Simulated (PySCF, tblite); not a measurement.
**CH₅O₅PSi, a small gas-phase stand-in for a defect centre: NMR shifts, core binding energies and electronic excitations**

Aim: the NMR shifts, core binding energies and electronic excitations of `O=P(O)(O)O[C]O[SiH3]`. It is drawn as: twofold C.

Computed with tblite 0.8.0 and PySCF 2.14.0; each step states its level. No surroundings beyond the atoms listed, unless a continuum is named. Atoms count from 0, parts from 1.

## Step 1: Starting point

13 atoms, charge 0, multiplicity 1; geometry: distance geometry start.

## Step 2: Geometry optimisation with GFN2-xTB

Job settings and geometry (Å):

```
{"job": {"kind": "relax", "xc": "GFN2-xTB", "basis": "xTB"}, "charge": 0, "multiplicity": 1}
C      0.550667    -1.115772     0.472388
O      1.587354    -1.412283    -0.272356
Si     2.387743    -0.127451    -0.955858
O     -0.526620    -0.855448     1.197848
P     -1.659062     0.139484     0.665630
O     -2.828627     0.375529     1.553827
O     -0.925527     1.506742     0.267641
O     -2.107742    -0.467045    -0.760565
H      1.510590     0.582125    -1.948935
H      3.598285    -0.612851    -1.655341
H      2.809049     0.828494     0.103990
H     -1.570719     2.233064     0.223808
H     -2.841530    -1.067839    -0.650788
```

Level: GFN2-xTB geometry optimisation, gas phase.

Launch:

```bash
> OMP_NUM_THREADS=1 python cluster_run.py task.json out
```

The driver reads the jobs from task.json and runs them one after another.

**Question.** The jobs that follow are: PBE0-D3(BJ)/def2-SVP geometry optimisation, gas phase; GIAO PBE0/pcSseg-1 NMR shielding, non-relativistic, gas phase; delta-SCF UKS SCAN, pcX-2 on the ionised atom, pcseg-1 elsewhere, spin-free X2C; TDDFT CAM-B3LYP/def2-SVPD, vertical, gas phase, core orbitals frozen in the response. Predict: point group; rotational constants (main isotopes); ¹³C shifts against TMS (PBE0/pcSseg-1); ¹H shifts against TMS (PBE0/pcSseg-1); ¹⁷O shifts against H2O (PBE0/pcSseg-1, means over atoms taken as alike); ²⁹Si shifts against TMS (PBE0/pcSseg-1); ³¹P shifts against H3PO4 (PBE0/pcSseg-1); potential on the surface of density 0.002 e/bohr³, 1st and 99th percentile; O1s binding energies, SCAN/pcX-2 (standing for 2 of 5 atoms); Si2p binding energies, SCAN/pcX-2; P2p binding energies, SCAN/pcX-2; lowest singlet (CAM-B3LYP/def2-SVPD); brightest single state of those computed; lowest triplet; vertical ionisation energy (ΔSCF).

The runs gave:

| quantity | value |
| --- | --- |
| point group | Cs |
| rotational constants (main isotopes) | 3.62, 0.79, 0.77 GHz |
| ¹³C shifts against TMS (PBE0/pcSseg-1) | 323.2 ppm |
| ¹H shifts against TMS (PBE0/pcSseg-1) | 5.20, 5.17, 5.15, 3.55, 3.54 ppm |
| ¹⁷O shifts against H2O (PBE0/pcSseg-1, means over atoms taken as alike) | 355.4, 342.0, 165.9, 120.4 ppm |
| ²⁹Si shifts against TMS (PBE0/pcSseg-1) | -21.1 ppm |
| ³¹P shifts against H3PO4 (PBE0/pcSseg-1) | -8.5 ppm |
| potential on the surface of density 0.002 e/bohr³, 1st and 99th percentile | -1.75 V and 2.87 V |
| O1s binding energies, SCAN/pcX-2 (standing for 2 of 5 atoms) | O3 539.80, O1 539.48 eV |
| Si2p binding energies, SCAN/pcX-2 | Si2 108.46 eV |
| P2p binding energies, SCAN/pcX-2 | P4 140.75 eV |
| lowest singlet (CAM-B3LYP/def2-SVPD) | 4.32 eV (287 nm), f = 0.014 |
| brightest single state of those computed | state 3, 6.84 eV, f = 0.080 |
| lowest triplet | 2.51 eV |
| vertical ionisation energy (ΔSCF) | 9.48 eV |

**Reading.** The start of the PBE0/def2-SVP relaxation was shaken at random by about 0.01 Å, so part of the energy gained, and of the first lengths quoted, undoes that. Relaxing lowered the energy by 0.688 eV in 35 steps; the close pair that moved most is O1–Si2, from 1.658 to 1.725 Å (PBE0/def2-SVP). No frequency check was run at this level, so the end point may be a saddle. Hydrogens of an XH3 group are listed apart at this fixed geometry; free rotation makes them one line at their mean. At PBE0/pcSseg-1: Shielding is most anisotropic at O1 (span 588 ppm, paramagnetic term -425 ppm). By nearest atom (PBE0/pcSseg-1), the HOMO sits on C0 68 %; O1 16 % and the LUMO on C0 63 %; O1, O3 about 12 % each. At SCAN/pcX-2: The O1s levels kept as sound span 0.32 eV, from O1 (oxygen bonded to C, Si) up to O3 (oxygen bonded to C, P). Only 2 of the 5 O atoms are covered by sound results. The lowest singlet, at 4.32 eV, is HOMO→LUMO 0.97 and is weak; of the 6 states computed, the strongest absorption comes from state 3 at 6.84 eV. The lowest triplet lies 1.81 eV below the lowest singlet (triplets in Tamm-Dancoff, singlets in full TDDFT). The orbital energy would give 8.58 eV for ionisation, ΔSCF gives 9.48 eV. A capped cluster stands for the solid here, so long-range fields and strain are missing, and bands or shifts of the capping hydrogens have no counterpart in it.
